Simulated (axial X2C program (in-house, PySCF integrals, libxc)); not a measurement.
**A two-component session on TeSb: EOM-EA-CCSD levels**

Wanted for TeSb: EOM-EA-CCSD levels, at the two-component level.

Program: an in-house X2C program for linear molecules on PySCF integrals. Level of theory: two-component X2C with atomic mean-field terms, Te dyall-acv3z, Sb dyall-acv3z. These are calculated values, not measurements.

### 1 Input

File task.json:

```json
{"zs": [52, 51], "q": 0, "bas": ["dyall-acv3z", "dyall-acv3z"], "r0": 2.61, "eom": "ea", "thr": -1.0, "nmax": 92, "grid": [1, 0.96, 1.045, 0.92, 1.09, 1.15]}
```

Keys: zs atomic numbers; q charge; bas basis sets; r0 starting distance in Å; eom kind of EOM run; thr threshold in hartree for freezing inner shells (an s shell follows its p shell); nmax most natural virtual spinors; grid distances as factors.

On the command line:

```sh
> python soeom.py task.json out
```

After this run come: EOM-EA-CCSD at 2.538 Å.

**Question.** What will these runs give? Wanted: next root led by one particle; T1 of the reference.

As calculated:

| quantity | value |
| --- | --- |
| lowest root at 2.538 Å | Ω = 1/2, 7.176 eV |
| next root led by one particle | Ω = 3/2, about 3130 cm⁻¹ higher |
| T1 of the reference | 0.035 |

The added electron is bound by 7.18 eV in a spinor of 54% Sb pπ, 21% Te pπ, 9% Te dπ. Errors of 0.1 to 0.3 eV are usual at this size, and roots led by higher excitations are left out, so the list is incomplete, and low states of that kind can be missing. T1 or the largest double amplitude of the reference is raised, which lowers the reliability.
